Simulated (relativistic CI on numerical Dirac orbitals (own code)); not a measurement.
**Re²⁺: N6,7 absorption multiplets**

Aim: the N6,7 absorption spectrum of Re²⁺ in 3 surroundings, from the same atomic integrals.

Program: relativistic CI on numerical Dirac orbitals (own code) version 1. Level of theory: Dirac-Coulomb-Breit CI, KLI orbitals optimised for each configuration, model QED (radiative potential, 1s self-energy scaled to tabulated hydrogen-like ionisation energies), valence Slater integrals scaled by 0.9, multiplet model of core-to-valence dipole absorption. These are calculated values, not measurements, unless marked.

## (1) What is computed

- ion: Re²⁺ (Re III)
- nuclear charge: 75
- electrons: 73
- configurations: [Xe] 4f14 5d5 → [Xe] 4f13 5d6
- magnetising field for the dichroism, Lz and Sz: exchange field 10 meV on Sz; these come from the lowest magnetised state alone (0 K)
- temperature of the isotropic spectrum: 300 K
- widths: Lorentz 0.45 eV, Gauss 0.3 eV
- surrounding 1: free ion
- surrounding 2: D4h, 10Dq = 28900, Ds = 1270, Dt = -50 cm⁻¹
- surrounding 3: D3d, 10Dq = 15700, Dsigma = -840, Dtau = 180 cm⁻¹

## (2) Surrounding 1: free ion

The run's settings:

```ini
atom Re  Z=75  charge=2  electrons=73
nucleus A=187  rms_radius_fm=5.3698
hamiltonian dirac-coulomb  breit=on  qed=on  c_scale=1
orbitals kli  potential=per-configuration
slater_scale 0.9
correlation none
mixing on
configurations
  [Xe] 4f14 5d5
  [Xe] 4f13 5d6
end
absorption N6,7 T=300 lorentz=0.45 gauss=0.3
crystal_field free
```

Results of the run (chosen fields of its result record, rounded):

```text
{
  "status": "converged",
  "curve, one point in 2 above 2 % of the maximum [energy, isotropic, mcd, ld] [eV; bohr^2/eV]": [
    [38.5, 0.001541, 0.0003961, 8.703e-05],
    [38.7, 0.001882, 0.0004225, 0.0001069],
    [38.9, 0.002362, 0.0004075, 0.0001276],
    [39.1, 0.003079, 0.0002702, 0.0001353],
    [39.3, 0.004241, -0.0002348, 7.284e-05],
    [39.5, 0.006368, -0.001902, -0.0002816],
    [39.7, 0.01061, -0.00643, -0.001245],
    [39.9, 0.01768, -0.01146, 0.0001176],
    [40.1, 0.02802, -0.007386, 0.01224],
    [40.3, 0.0436, 0.00937, 0.02698],
    [40.5, 0.0586, 0.05528, 0.01406],
    [40.7, 0.07102, 0.1132, -0.01425],
    [40.9, 0.05822, 0.1026, -0.01962],
    [41.1, 0.03132, 0.05089, -0.01002],
    [41.3, 0.01678, 0.0208, -0.004103],
    [41.5, 0.01152, 0.007227, -0.001787],
    [41.7, 0.0106, -0.00165, -0.0007343],
    [41.9, 0.0132, -0.01196, -7.623e-05],
    [42.1, 0.02062, -0.02993, -0.0006242],
    [42.3, 0.03439, -0.06096, -0.003009],
    [42.5, 0.04234, -0.07794, -0.002368],
    [42.7, 0.03253, -0.05699, 0.000318],
    [42.9, 0.02052, -0.03207, 0.0007999],
    [43.1, 0.01321, -0.01706, 0.001149],
    [43.3, 0.008873, -0.009451, 0.001256],
    [43.5, 0.00589, -0.005539, 0.0006762],
    [43.7, 0.004038, -0.003267, 0.0001797],
    [43.9, 0.003106, -0.001878, 4.236e-05],
    [44.1, 0.002559, -0.001407, 0.0001668],
    [44.3, 0.00216, -0.001384, 0.0002572],
    [44.5, 0.001801, -0.001251, 4.14e-05],
    [44.7, 0.001441, -0.000946, -9.093e-05]
  ],
  "sticks, the strongest [energy, strength] [eV, bohr^2]": [
    [39.95, 0.004832],
    [40.36, 0.02087],
    [40.44, 0.001265],
    [40.76, 0.05208],
    [42.07, 0.001368],
    [42.41, 0.003482],
    [42.45, 0.01501],
    [42.5, 0.008815],
    [42.54, 0.002744],
    [42.63, 0.002697],
    [42.67, 0.0007347],
    [42.85, 0.002014],
    [42.89, 0.001628],
    [43.32, 0.0005707]
  ],
  "total [bohr^2]": 0.123401,
  "centroid [eV]": 41.3177,
  "radial 4f14 5d5 [Ha, bohr]": {"<r^-3>(5d)": 9.0765, "<r^1>(5d)": 1.7772, "<r^2>(5d)": 3.6958, "<r^4>(5d)": 24.081, "F2(5d,5d)": 0.26303, "F4(5d,5d)": 0.17283, "zeta(5d)": 0.011585},
  "radial 4f13 5d6 [Ha, bohr]": {"<r^-3>(4f)": 21.671, "<r^1>(4f)": 0.56487, "<r^2>(4f)": 0.39239, "<r^4>(4f)": 0.33637, "<r^6>(4f)": 0.56798, "zeta(4f)": 0.025219, "<r^-3>(5d)": 10.162, "<r^1>(5d)": 1.7048, "<r^2>(5d)": 3.3938, "<r^4>(5d)": 20.151, "F2(5d,5d)": 0.27488, "F4(5d,5d)": 0.18116, "F2(4f,5d)": 0.15598, "F4(4f,5d)": 0.07202, "G1(4f,5d)": 0.053687, "G3(4f,5d)": 0.048744, "G5(4f,5d)": 0.038517, "zeta(5d)": 0.01348},
  "ground_degeneracy": 6,
  "ground_Lz": -0.0609305,
  "ground_Sz": -2.43907,
  "ground_S": 2.45016,
  "core_spin_orbit_splitting [eV]": 2.59703
}
```

It took 12 s on 1 thread, shared host.

## (3) Surrounding 2: D4h, 10Dq = 28900, Ds = 1270, Dt = -50

Settings: those of step 2 with these lines changed.

```diff
@@ -12,2 +12,2 @@
 absorption N6,7 T=300 lorentz=0.45 gauss=0.3
-crystal_field free
+crystal_field D4h 10Dq=28900 Ds=1270 Dt=-50
```

Result record:

```text
{
  "status": "converged",
  "curve, one point in 5 above 2 % of the maximum [energy, isotropic, mcd, ld] [eV; bohr^2/eV]": [
    [36.7, 0.0007087, -0.0001065, -4.909e-06],
    [37.2, 0.001276, -0.0002435, -1.414e-06],
    [37.7, 0.003694, -0.001076, 7.962e-05],
    [38.2, 0.01669, -0.003119, -0.0004882],
    [38.7, 0.005909, 0.0006039, -0.0006981],
    [39.2, 0.00257, -9.069e-06, 7.269e-05],
    [39.7, 0.003304, 0.0001415, 0.0005819],
    [40.2, 0.00985, 0.00178, 0.00359],
    [40.7, 0.02525, -0.00235, 0.01074],
    [41.2, 0.02857, -0.007783, -0.008192],
    [41.7, 0.02073, -0.002994, -0.005258],
    [42.2, 0.01256, -0.00132, -0.00285],
    [42.7, 0.0168, 0.003124, 0.0002555],
    [43.2, 0.0319, -0.0003576, 0.005664],
    [43.7, 0.02845, -0.002688, -0.007413],
    [44.2, 0.01339, -0.005065, -0.004703],
    [44.7, 0.007527, -0.001915, -0.0006449],
    [45.2, 0.004307, -0.0001635, -0.0001347],
    [45.7, 0.002655, 0.0005978, -0.0005085],
    [46.2, 0.001491, 0.0002784, -0.0002193],
    [46.7, 0.001154, 0.0001655, -2.533e-05],
    [47.2, 0.0008825, -3.54e-05, 0.000106]
  ],
  "sticks, the strongest [energy, strength] [eV, bohr^2]": [
    [38.23, 0.008293],
    [38.3, 0.004302],
    [40.63, 0.00454],
    [41.08, 0.004503],
    [41.56, 0.003228],
    [43.11, 0.002926],
    [43.53, 0.003607],
    [43.58, 0.003104]
  ],
  "total [bohr^2]": 0.123433,
  "centroid [eV]": 41.9729,
  "ground_degeneracy": 2,
  "ground_Lz": 0.455939,
  "ground_Sz": -0.231115,
  "ground_S": 0.574421,
  "core_spin_orbit_splitting [eV]": 2.59703
}
```

It took 13 s on 1 thread, shared host.

## (4) Surrounding 3: D3d, 10Dq = 15700, Dsigma = -840, Dtau = 180

Settings: those of step 3 with these lines changed.

```diff
@@ -12,2 +12,2 @@
 absorption N6,7 T=300 lorentz=0.45 gauss=0.3
-crystal_field D4h 10Dq=28900 Ds=1270 Dt=-50
+crystal_field D3d 10Dq=15700 Dsigma=-840 Dtau=180
```

Result record:

```text
{
  "status": "converged",
  "curve, one point in 4 above 2 % of the maximum [energy, isotropic, mcd, ld] [eV; bohr^2/eV]": [
    [37.2, 0.0009715, 0.0003725, -5.769e-05],
    [37.6, 0.00143, 0.0006751, -0.0001244],
    [38, 0.002498, 0.00164, -0.0003655],
    [38.4, 0.00663, 0.006745, -0.001744],
    [38.8, 0.01419, 0.009811, -0.001093],
    [39.2, 0.01211, 0.001019, -0.0002213],
    [39.6, 0.02858, -0.001126, -0.002019],
    [40, 0.04528, 0.008712, 0.002331],
    [40.4, 0.03155, 0.001442, 0.001033],
    [40.8, 0.01853, 0.0001442, 0.001388],
    [41.2, 0.01596, 0.004138, 0.002164],
    [41.6, 0.02205, 0.006003, 0.0002919],
    [42, 0.02469, 0.006073, -0.0008947],
    [42.4, 0.01945, 0.006403, 0.0002313],
    [42.8, 0.01471, 0.0006562, 0.0009791],
    [43.2, 0.01039, -0.0002188, 0.0005889],
    [43.6, 0.009067, -0.001716, 0.0006697],
    [44, 0.00684, -0.003158, 0.0005918],
    [44.4, 0.005093, -0.002662, 0.0004495],
    [44.8, 0.002925, -0.000993, 0.0002084],
    [45.2, 0.001842, -0.0002355, 0.0001627],
    [45.6, 0.001161, -7.2e-05, 1.872e-05]
  ],
  "sticks, the strongest [energy, strength] [eV, bohr^2]": [
    [38.7, 0.004693],
    [38.79, 0.002477],
    [39.69, 0.004309],
    [39.81, 0.003691],
    [39.89, 0.002401],
    [39.98, 0.002563],
    [40.04, 0.002298],
    [40.17, 0.002284]
  ],
  "total [bohr^2]": 0.12348,
  "centroid [eV]": 41.0433,
  "ground_degeneracy": 2,
  "ground_Lz": -0.728448,
  "ground_Sz": -0.529395,
  "ground_S": 1.2712,
  "core_spin_orbit_splitting [eV]": 2.59703
}
```

Wall time 13 s (1 thread, shared host).

## (5) The spectra side by side

| surrounding | ground S | Lz (0 K) | Sz (0 K) | centroid (eV) | share of the lower edge | up to four highest peaks (% of the highest), eV |
| --- | --- | --- | --- | --- | --- | --- |
| 1: free | 2.45 | -0.06 | -2.44 | 41.32 | - | 40.7 (100), 42.5 (60) |
| 2: D4h | 0.57 | 0.46 | -0.23 | 41.97 | - | 38.3 (52), 41.1 (88), 43.4 (100) |
| 3: D3d | 1.27 | -0.73 | -0.53 | 41.04 | - | 38.8 (31), 40.0 (100), 41.9 (55) |

## (6) Outcome

| quantity | value |
| --- | --- |
| highest peak, first run | 40.7 eV |
| ground spin (effective S from ⟨S²⟩) | 0.57 to 2.45 |
| core spin-orbit splitting (without Breit) | 2.60 eV |

**Reading.** The ground spin changes between the runs (2.45 to 0.57), and the line shape with it. The position of the maximum differs by up to 3.4 eV between the surroundings, by shifts of peaks or by peaks exchanging rank. Edge positions are free-ion values and differ from those in solids by a few eV or more.
